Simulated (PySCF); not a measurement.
# RuO₄: NMR shieldings

What do calculations give for the NMR shieldings of RuO₄ (`[O]=[Ru](=[O])(=[O])=[O]`)?

Computed with PySCF 2.14.0 and routines of our own; the level stands in each step. Atoms count from 0.

3 further runs of the same task are left out: 3 for a basis unfit for spin-orbit shieldings.

## (1) The starting structure

5 atoms, charge 0, multiplicity 1; geometry from: GFN2-xTB.

## (2) NMR shieldings: PBE/x2c-SVPall-2c Ru:us-x2c-SVPall-2c, spin-free

Job settings and geometry (Å):

```
{"job": {"xc": "PBE", "basis": {"default": "x2c-SVPall-2c", "Ru": "us-x2c-SVPall-2c"}, "rel": "sf", "kind": "hnmr"}, "charge": 0, "multiplicity": 1}
Ru     0.000040     0.000090     0.000170
O      0.009950    -0.016970     1.603950
O      1.508730     0.009700    -0.544120
O     -0.763100     1.312900    -0.516050
O     -0.755630    -1.305720    -0.543950
```

With the program's defaults for keys left out, this is: PBE/x2c-SVPall-2c Ru:us-x2c-SVPall-2c GIAO NMR shielding, spin-free X2C, Gaussian nuclei, gas phase.

Command:

```
> OMP_NUM_THREADS=1 python heavy_run.py task.json out
```

One launch serves the whole session: the jobs run in the order shown.

The program printed:

```text
spin-free SCF
coarse grid: 28808 points
cycle   1  E = -4826.0885041206  dE =  4.650e+00  |g| = 4.624e+00  |ddm| = 4.374e+00
cycle   2  E = -4801.9783193029  dE =  2.411e+01  |g| = 1.448e+01  |ddm| = 2.322e+01
cycle   3  E = -4823.1902529914  dE = -2.121e+01  |g| = 6.866e+00  |ddm| = 1.768e+01
cycle   4  E = -4823.2796875139  dE = -8.943e-02  |g| = 5.289e+00  |ddm| = 4.842e+00
cycle   5  E = -4828.2824726260  dE = -5.003e+00  |g| = 3.458e+00  |ddm| = 3.886e+00
cycle   6  E = -4829.4679186764  dE = -1.185e+00  |g| = 2.174e+00  |ddm| = 2.059e+00
cycle   7  E = -4829.6713874262  dE = -2.035e-01  |g| = 1.878e+00  |ddm| = 2.221e+00
cycle   8  E = -4830.3133595796  dE = -6.420e-01  |g| = 4.729e-01  |ddm| = 1.231e+00
cycle   9  E = -4830.0543847353  dE =  2.590e-01  |g| = 1.241e+00  |ddm| = 9.924e-01
cycle  10  E = -4830.3539012344  dE = -2.995e-01  |g| = 7.710e-02  |ddm| = 7.488e-01
cycle  11  E = -4830.3547127474  dE = -8.115e-04  |g| = 3.466e-02  |ddm| = 7.117e-02
cycle  12  E = -4830.3549331469  dE = -2.204e-04  |g| = 6.983e-03  |ddm| = 2.007e-02
cycle  13  E = -4830.3549414128  dE = -8.266e-06  |g| = 2.148e-03  |ddm| = 5.138e-03
final grid: 59056 points
cycle  14  E = -4830.3541288929  dE =  2.028e-05  |g| = 1.053e-02  |ddm| = 7.915e-03
cycle  15  E = -4830.3533698855  dE =  7.590e-04  |g| = 6.319e-02  |ddm| = 4.543e-02
cycle  16  E = -4830.3541484871  dE = -7.786e-04  |g| = 3.431e-03  |ddm| = 3.946e-02
cycle  17  E = -4830.3541499785  dE = -1.491e-06  |g| = 1.015e-03  |ddm| = 2.264e-03
cycle  18  E = -4830.3541501367  dE = -1.582e-07  |g| = 1.733e-04  |ddm| = 5.530e-04
cycle  19  E = -4830.3541501400  dE = -3.289e-09  |g| = 1.159e-04  |ddm| = 1.745e-04
cycle  20  E = -4830.3541501427  dE = -2.649e-09  |g| = 9.116e-06  |ddm| = 7.378e-05
converged SCF energy = -4830.3541501427
check of the scalar solution
cycle   1  E = -4830.3541501427  dE = -4.830e+03  |FDS-SDF| = 9.116e-06
cycle   2  E = -4830.3541501426  dE =  9.550e-11  |FDS-SDF| = 2.026e-05
converged, E = -4830.3541501426

Field gradients (au) and densities at the nuclei (bohr^-3)
atom        Vxx        Vyy        Vzz        centre      nuclear mean
  0 Ru    -0.0002    -0.0032     0.0034      89635.171      89555.862
  1 O     -0.1934    -0.1939     0.3874        287.613        287.612
  2 O     -0.1934    -0.1941     0.3875        287.613        287.612
  3 O     -0.1932    -0.1940     0.3872        287.613        287.613
  4 O     -0.1935    -0.1939     0.3873        287.613        287.613
without picture change
  0 Ru                           0.0036                    146234.963

Core orbital energies (eV)
atom   shell        mean    spread
  0 Ru 1s       -21906.240   0.000
  0 Ru 2s        -3156.244   0.000
  0 Ru 3s         -561.528   0.000
  0 Ru 4s          -83.287   0.000
  0 Ru 2p        -2828.564   0.000
  0 Ru 3p         -453.594   0.000
  0 Ru 4p          -53.528   0.000
  0 Ru 3d         -279.760   0.000

Shielding tensors (ppm)
atom      isotropic    diamagn.    paramagn.     s11        s22        s33       span
  0 Ru    -1387.17     4296.39    -5683.56   -1387.71   -1387.17   -1386.62       1.09
  1 O      -448.66      396.57     -845.23    -668.95    -338.69    -338.34     330.61
  2 O      -448.57      396.57     -845.13    -669.00    -338.55    -338.16     330.84
  3 O      -448.55      396.57     -845.12    -668.97    -338.61    -338.07     330.91
  4 O      -448.47      396.56     -845.03    -669.00    -338.30    -338.11     330.88
```

It took 4.9 s on 1 thread of AMD EPYC 9R45, shared host; peak memory 0.7 GiB.

## (3) NMR shieldings: PBE/x2c-SVPall-2c Ru:us-x2c-SVPall-2c in water, spin-free

Job settings and geometry (Å):

```
{"job": {"xc": "PBE", "basis": {"default": "x2c-SVPall-2c", "Ru": "us-x2c-SVPall-2c"}, "rel": "sf", "solvent": "water", "kind": "hnmr"}, "charge": 0, "multiplicity": 1}
Ru     0.000040     0.000090     0.000170
O      0.009950    -0.016970     1.603950
O      1.508730     0.009700    -0.544120
O     -0.763100     1.312900    -0.516050
O     -0.755630    -1.305720    -0.543950
```

Level: PBE/x2c-SVPall-2c Ru:us-x2c-SVPall-2c GIAO NMR shielding, spin-free X2C, Gaussian nuclei, IEF-PCM water.

The program printed:

```text
spin-free SCF
coarse grid: 28808 points
cycle   1  E = -4826.1653211980  dE =  4.573e+00  |g| = 4.581e+00  |ddm| = 4.374e+00
cycle   2  E = -4803.7967657283  dE =  2.237e+01  |g| = 1.411e+01  |ddm| = 2.242e+01
cycle   3  E = -4823.7761182510  dE = -1.998e+01  |g| = 6.604e+00  |ddm| = 1.686e+01
cycle   4  E = -4825.0241223768  dE = -1.248e+00  |g| = 5.212e+00  |ddm| = 4.477e+00
cycle   5  E = -4828.7531613187  dE = -3.729e+00  |g| = 3.100e+00  |ddm| = 3.540e+00
cycle   6  E = -4830.2532425501  dE = -1.500e+00  |g| = 7.755e-01  |ddm| = 1.792e+00
cycle   7  E = -4829.7035246146  dE =  5.497e-01  |g| = 1.835e+00  |ddm| = 1.460e+00
cycle   8  E = -4830.3497924223  dE = -6.463e-01  |g| = 2.425e-01  |ddm| = 1.127e+00
cycle   9  E = -4830.3368219089  dE =  1.297e-02  |g| = 3.326e-01  |ddm| = 2.683e-01
cycle  10  E = -4830.3578216795  dE = -2.100e-02  |g| = 5.749e-02  |ddm| = 2.311e-01
cycle  11  E = -4830.3582834213  dE = -4.617e-04  |g| = 2.135e-02  |ddm| = 4.996e-02
cycle  12  E = -4830.3583640340  dE = -8.061e-05  |g| = 2.579e-03  |ddm| = 1.406e-02
cycle  13  E = -4830.3583650619  dE = -1.028e-06  |g| = 9.215e-04  |ddm| = 1.412e-03
final grid: 59056 points
cycle  14  E = -4830.3575686403  dE =  4.017e-06  |g| = 4.657e-03  |ddm| = 3.853e-03
cycle  15  E = -4830.3574483543  dE =  1.203e-04  |g| = 2.489e-02  |ddm| = 1.923e-02
cycle  16  E = -4830.3575730021  dE = -1.246e-04  |g| = 3.901e-04  |ddm| = 1.616e-02
cycle  17  E = -4830.3575730107  dE = -8.631e-09  |g| = 2.788e-04  |ddm| = 3.425e-04
cycle  18  E = -4830.3575730220  dE = -1.128e-08  |g| = 3.213e-05  |ddm| = 1.475e-04
cycle  19  E = -4830.3575730221  dE = -9.004e-11  |g| = 2.094e-05  |ddm| = 2.674e-05
converged SCF energy = -4830.3575730221
check of the scalar solution
cycle   1  E = -4830.3575730221  dE = -4.830e+03  |FDS-SDF| = 2.094e-05
cycle   2  E = -4830.3575730197  dE =  2.363e-09  |FDS-SDF| = 1.103e-04
cycle   3  E = -4830.3575730222  dE = -2.459e-09  |FDS-SDF| = 3.060e-06
converged, E = -4830.3575730222

Field gradients (au) and densities at the nuclei (bohr^-3)
atom        Vxx        Vyy        Vzz        centre      nuclear mean
  0 Ru    -0.0002    -0.0032     0.0034      89635.183      89555.874
  1 O     -0.1970    -0.1976     0.3946        287.592        287.592
  2 O     -0.1971    -0.1976     0.3947        287.592        287.592
  3 O     -0.1969    -0.1975     0.3944        287.593        287.592
  4 O     -0.1971    -0.1974     0.3945        287.593        287.592
without picture change
  0 Ru                           0.0036                    146234.982

Core orbital energies (eV)
atom   shell        mean    spread
  0 Ru 1s       -21906.058   0.000
  0 Ru 2s        -3156.063   0.000
  0 Ru 3s         -561.342   0.000
  0 Ru 4s          -83.087   0.000
  0 Ru 2p        -2828.383   0.000
  0 Ru 3p         -453.408   0.000
  0 Ru 4p          -53.323   0.000
  0 Ru 3d         -279.575   0.001

Shielding tensors (ppm)
atom      isotropic    diamagn.    paramagn.     s11        s22        s33       span
  0 Ru    -1381.47     4295.82    -5677.29   -1382.00   -1381.49   -1380.90       1.10
  1 O      -448.96      397.06     -846.03    -666.70    -340.27    -339.92     326.78
  2 O      -448.94      397.06     -846.01    -666.84    -340.18    -339.81     327.03
  3 O      -448.99      397.06     -846.05    -666.89    -340.32    -339.76     327.13
  4 O      -448.88      397.06     -845.94    -666.88    -339.98    -339.78     327.10
```

Run time: 5 s. Hardware: 1 thread of AMD EPYC 9R45, shared host; peak memory 0.7 GiB.

## (4) NMR shieldings: PBE/x2c-SVPall-2c Ru:us-x2c-SVPall-2c in dichloromethane, spin-free

Job settings and geometry (Å):

```
{"job": {"xc": "PBE", "basis": {"default": "x2c-SVPall-2c", "Ru": "us-x2c-SVPall-2c"}, "rel": "sf", "solvent": "dichloromethane", "kind": "hnmr"}, "charge": 0, "multiplicity": 1}
Ru     0.000040     0.000090     0.000170
O      0.009950    -0.016970     1.603950
O      1.508730     0.009700    -0.544120
O     -0.763100     1.312900    -0.516050
O     -0.755630    -1.305720    -0.543950
```

Method: PBE/x2c-SVPall-2c Ru:us-x2c-SVPall-2c GIAO NMR shielding, spin-free X2C, Gaussian nuclei, IEF-PCM dichloromethane.

The program printed:

```text
spin-free SCF
coarse grid: 28808 points
cycle   1  E = -4826.1535791257  dE =  4.585e+00  |g| = 4.588e+00  |ddm| = 4.374e+00
cycle   2  E = -4803.5344088549  dE =  2.262e+01  |g| = 1.417e+01  |ddm| = 2.258e+01
cycle   3  E = -4823.6959788616  dE = -2.016e+01  |g| = 6.642e+00  |ddm| = 1.701e+01
cycle   4  E = -4824.7012601212  dE = -1.005e+00  |g| = 5.342e+00  |ddm| = 4.552e+00
cycle   5  E = -4828.7475323433  dE = -4.046e+00  |g| = 3.110e+00  |ddm| = 3.596e+00
cycle   6  E = -4830.2344553180  dE = -1.487e+00  |g| = 8.348e-01  |ddm| = 1.802e+00
cycle   7  E = -4829.6034840218  dE =  6.310e-01  |g| = 1.970e+00  |ddm| = 1.576e+00
cycle   8  E = -4830.3494641689  dE = -7.460e-01  |g| = 2.417e-01  |ddm| = 1.198e+00
cycle   9  E = -4830.3416466830  dE =  7.817e-03  |g| = 2.884e-01  |ddm| = 2.308e-01
cycle  10  E = -4830.3571682771  dE = -1.552e-02  |g| = 6.251e-02  |ddm| = 2.097e-01
cycle  11  E = -4830.3577333063  dE = -5.650e-04  |g| = 2.236e-02  |ddm| = 5.096e-02
cycle  12  E = -4830.3578231150  dE = -8.981e-05  |g| = 3.169e-03  |ddm| = 1.566e-02
cycle  13  E = -4830.3578248051  dE = -1.690e-06  |g| = 9.905e-04  |ddm| = 1.697e-03
final grid: 59056 points
cycle  14  E = -4830.3570273981  dE =  5.028e-06  |g| = 5.170e-03  |ddm| = 4.222e-03
cycle  15  E = -4830.3568722299  dE =  1.552e-04  |g| = 2.821e-02  |ddm| = 2.166e-02
cycle  16  E = -4830.3570328099  dE = -1.606e-04  |g| = 2.827e-04  |ddm| = 1.825e-02
cycle  17  E = -4830.3570328113  dE = -1.447e-09  |g| = 2.584e-04  |ddm| = 2.903e-04
cycle  18  E = -4830.3570328206  dE = -9.245e-09  |g| = 4.077e-05  |ddm| = 1.410e-04
converged SCF energy = -4830.3570328206
check of the scalar solution
cycle   1  E = -4830.3570328206  dE = -4.830e+03  |FDS-SDF| = 4.077e-05
cycle   2  E = -4830.3570328164  dE =  4.207e-09  |FDS-SDF| = 1.730e-04
cycle   3  E = -4830.3570328207  dE = -4.385e-09  |FDS-SDF| = 1.584e-05
converged, E = -4830.3570328207

Field gradients (au) and densities at the nuclei (bohr^-3)
atom        Vxx        Vyy        Vzz        centre      nuclear mean
  0 Ru    -0.0002    -0.0032     0.0034      89635.181      89555.872
  1 O     -0.1965    -0.1970     0.3934        287.596        287.595
  2 O     -0.1965    -0.1970     0.3935        287.596        287.595
  3 O     -0.1963    -0.1969     0.3933        287.596        287.595
  4 O     -0.1965    -0.1969     0.3934        287.596        287.595
without picture change
  0 Ru                           0.0036                    146234.979

Core orbital energies (eV)
atom   shell        mean    spread
  0 Ru 1s       -21906.080   0.000
  0 Ru 2s        -3156.084   0.000
  0 Ru 3s         -561.365   0.000
  0 Ru 4s          -83.112   0.000
  0 Ru 2p        -2828.405   0.000
  0 Ru 3p         -453.431   0.000
  0 Ru 4p          -53.349   0.000
  0 Ru 3d         -279.597   0.001

Shielding tensors (ppm)
atom      isotropic    diamagn.    paramagn.     s11        s22        s33       span
  0 Ru    -1382.37     4295.91    -5678.28   -1382.91   -1382.40   -1381.81       1.10
  1 O      -448.91      396.99     -845.90    -667.05    -340.03    -339.67     327.38
  2 O      -448.89      396.98     -845.88    -667.19    -339.93    -339.56     327.63
  3 O      -448.93      396.98     -845.91    -667.23    -340.06    -339.51     327.72
  4 O      -448.82      396.98     -845.80    -667.21    -339.72    -339.52     327.69
```

Run time: 4.8 s. Hardware: 1 thread of AMD EPYC 9R45, shared host; peak memory 0.7 GiB.

## (5) Shieldings side by side

| run | Ru0 | O3 | O4 | O2 | O1 | time |
| --- | --- | --- | --- | --- | --- | --- |
| step 2, PBE/x2c-SVPall-2c Ru:us-x2c-SVPall-2c, spin-free | -1387.2 | -448.6 | -448.5 | -448.6 | -448.7 | 4.9 s |
| step 3, PBE/x2c-SVPall-2c Ru:us-x2c-SVPall-2c in water, spin-free | -1381.5 | -449.0 | -448.9 | -448.9 | -449.0 | 5 s |
| step 4, PBE/x2c-SVPall-2c Ru:us-x2c-SVPall-2c in dichloromethane, spin-free | -1382.4 | -448.9 | -448.8 | -448.9 | -448.9 | 4.8 s |

## (6) What came out

| quantity | value |
| --- | --- |
| shieldings (step 2, PBE/x2c-SVPall-2c Ru:us-x2c-SVPall-2c, spin-free) | Ru0 -1387.2, O1 -448.7, O2 -448.6, O3 -448.6, O4 -448.5 ppm |
| shieldings (step 3, PBE/x2c-SVPall-2c Ru:us-x2c-SVPall-2c in water, spin-free) | Ru0 -1381.5, O1 -449.0, O2 -448.9, O3 -449.0, O4 -448.9 ppm |
| shieldings (step 4, PBE/x2c-SVPall-2c Ru:us-x2c-SVPall-2c in dichloromethane, spin-free) | Ru0 -1382.4, O1 -448.9, O2 -448.9, O3 -448.9, O4 -448.8 ppm |

In words: Ru0 moves most between the runs, by 6 ppm; the labels say what changes from run to run. No run holds spin-orbit coupling, which is large for shieldings at and beside heavy atoms. The geometry comes from tight binding, which is rough for metal atoms, and these values hang on it.
